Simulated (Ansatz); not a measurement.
**GeNH4 (doublet): wave-function methods side by side at a displaced geometry (v1), cc-pVDZ**

An exercise on one series of results from a longer session: the logs are not shown, and one member is left open.

Method: cc-pVDZ, core rule «outside noble gas», up to 15 orbitals frozen; program: Ansatz 0.2.0, Gaussian basis.

Plan: UHF; CCSD(T) on ROHF; CCSD(T) on UHF; BCCD(T) on ROHF; CISD as a restricted active space (open shells left free, so some higher excitations enter); CCSDT(Q) on ROHF; CCSDT(Q) on UHF.

21 further runs of the same task are left out: 1 for a known fault of the program, 6 that didn't finish, 14 set aside as unsound or not needed. Runs told in other sessions of the task aren't counted.

## What is computed

The geometry is a PBE0/def2-TZVP stationary point (not a proven minimum) with its atoms shifted at random (size 0.040 Å). No spin-orbit coupling is included. The filled d shell of Ge may be among the frozen orbitals whatever the setting's name suggests.

6 atoms, charge 0, spin multiplicity 2.

Atoms are counted from 1 here; the program's logs count them from 0.

Bond lengths: Ge1–N2 1.853 Å, Ge1–H3 1.549 Å, Ge1–H4 1.587 Å, N2–H5 1.025 Å, N2–H6 1.013 Å. Angles: N2–Ge1–H3 104.2°, N2–Ge1–H4 103.8°, H3–Ge1–H4 112.9°, Ge1–N2–H5 119.7°, Ge1–N2–H6 118.2°, H5–N2–H6 109.4°.

Set-up of the first run:

The input, in.yaml:

```yaml
crystal:
  periodic: [false, false, false]
  atoms:
    - {symbol: Ge, position_ang: [0.043117, 0.002454, 0.327314]}
    - {symbol: N, position_ang: [-0.142149, -0.013689, -1.516555]}
    - {symbol: H, position_ang: [-0.643329, 1.319629, 0.767762]}
    - {symbol: H, position_ang: [-0.746105, -1.291202, 0.797564]}
    - {symbol: H, position_ang: [0.096876, 0.823341, -2.058361]}
    - {symbol: H, position_ang: [0.160588, -0.838387, -2.021177]}
basis:
  gaussian: {orbitals: cc-pVDZ}
magnetization: {spin_polarized: true, initial_magnetization: 1}
hamiltonian: {xc: hf}
output: {orbitals: {seedname: orbitals}}
```

On the command line:

```console
> ansatz run in.yaml --threads 1 --pin off --events-out ev --progress --plain --max-ram 2393MiB
```

Steps of the session up to this table: UHF; CCSD(T) on ROHF; CCSD(T) on UHF; BCCD(T) on ROHF; CISD as a restricted active space (open shells left free, so some higher excitations enter); CCSDT(Q) on ROHF; CCSDT(Q) on UHF.

One of the session's tables, all rows but one given; the rest of the session is left out.

```
   method  from UCCSDT(Q) (meV)
     ROHF               +8238.0
      UHF               +8177.7
     RMP2               +1070.4
     UMP2               +1061.0
    RCCSD                +246.0
    UCCSD                +241.7
 RCCSD(T)                 +42.5
 UCCSD(T)                 +39.7
  BCCD(T)                 +41.5
   RCCSDT                 +20.1
   UCCSDT                     ?
RCCSDT(Q)                  +3.9
UCCSDT(Q)                     0
```

**Question.** Estimate the row for UCCSDT.

As computed: from UCCSDT(Q) (meV): +17.4. In the column «from UCCSDT(Q) (meV)» it lies between RCCSDT(Q) (+3.9) and RCCSDT (+20.1).

Not comparable, so not listed: CISD as a restricted active space (open shells left free, so some higher excitations enter) (they don't share determinant, frozen orbitals or solution with the rows shown, or repeat one).

Caveats from the session: Restricted and unrestricted rows rest on different reference determinants; a gap between their highest levels can come from leftover correlation error, from unlike frozen cores or from another state.
